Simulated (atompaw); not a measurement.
# Tb: the cost of one run

Method: atompaw 4.2.0.5, PBE, scalar-relativistic.

**1. The design**

Typed settings, in words:

```
element                 : terbium (Tb, Z = 65)
type                    : PAW
frozen core             : [Xe]
valence charge          : 11
reference configuration : 4f9 5d0 6s2 6p0
partial waves           : 6s (bound): rc 3.00 bohr; 6s channel at 0.15 Ry: rc 3.00 bohr; 6p (bound, empty): rc 3.00 bohr; 6p channel at 0.55 Ry: rc 3.00 bohr; 5d (bound, empty): rc 3.00 bohr; 5d channel at 3.4 Ry: rc 3.00 bohr; 4f (bound): rc 1.15 bohr; 4f channel at 0.1 Ry: rc 1.15 bohr
local potential         : bessel scheme, radius 2.00 bohr
core correction         : smooth core density matched at 1.75 bohr
augmentation charge     : sinc compensation charge, radius 2.35 bohr; PAW radius 3.00 bohr; waves and projectors: custom polynom2 7 10 vanderbiltortho
```

**2. Generation**

Tb.input reads:

```
Tb 65
GGA-PBE scalarrelativistic loggrid 2001 logderivrange -2 5 176
6 6 5 4 0 0
6 1 0
5 2 0
4 3 9
0 0 0
c
c
c
c
c
v
c
c
c
c
v
c
c
v
v
3
3.00 2.35 2.00 1.75
y
0.15
n
y
0.55
n
y
3.4
n
y
0.1
n
custom polynom2 7 10 vanderbiltortho sinc
bessel
3.00
3.00
3.00
3.00
3.00
3.00
1.15
1.15
PWSCFOUT
UPFDX 0.0125d0 UPFXMIN -7.d0 UPFZMESH 65.d0
END
```

On the command line:

```
$ atompaw < Tb.input > Tb.log
```

**Question.** How long does this run take on 1 thread of Intel Xeon Platinum 8375C at 2.90GHz, shared host?

About 32 s.
